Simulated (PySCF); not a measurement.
# BPb: from the state search to spectroscopic constants

One table from this session's results is given with a row withheld; the runs are named, their logs left out.

The runs use PySCF 2.14.0; B cc-pVDZ, Pb cc-pVDZ-PP with ECP60, scalar-relativistic core potentials.

Set-up of the first run:

The job is set up so:

| Property | Result |
| --- | --- |
| atoms | B, Pb |
| charge | 0 |
| basis | B cc-pVDZ, Pb cc-pVDZ-PP with ECP60 |
| Hamiltonian | scalar-relativistic core potentials |
| basis functions | 37 |
| electrons treated | 27 |
| masses in u | 11.0093, 207.9766 |
| levels | PBE0, PBE, r²SCAN, M06, PBEsol, TPSS, HF, MP2, SCS-MP2, CCSD, CCSD(T) |
| grid | 80 radial by 434 angular points |
| occupations | held fixed by the projection of orbital angular momentum |
| dissociation limit | B + Pb, each in its ground configuration |
| starting distance in angstrom | 2.210 |
| values of 2S to try | 1, 3 |

On the command line:

```console
$ OMP_NUM_THREADS=1 python dia.py task.json out
```

Steps of the session up to this table: Set-up; PBE0 along the bond; Excited determinants; PBE (GGA); r²SCAN (meta-GGA); M06 (hybrid meta-GGA); PBEsol (GGA); TPSS; UHF (mean field); MP2 and coupled cluster.

One of the session's tables, all rows but one given; the rest of the session is left out.

```
      level  Re (Å)  ωe (cm⁻¹)  De (eV)
        UHF   2.261        464     1.14
    UHF-MP2       ?          ?        ?
UHF-SCS-MP2   2.255        562     1.77
   UHF-CCSD   2.288        485     1.90
UHF-CCSD(T)   2.293        486     2.06
        PBE   2.290        482     2.80
     PBEsol   2.271        497     3.03
       TPSS   2.287        485     2.60
     r²SCAN   2.270        503     2.68
       PBE0   2.259        510     2.52
        M06   2.276        505     2.65
```

Estimate the missing values for UHF-MP2.

The run gave: Re (Å): 2.245; ωe (cm⁻¹): 586; De (eV): 2.15. In the column «Re (Å)» it is the lowest.

De is counted to B + Pb in their ground configurations.
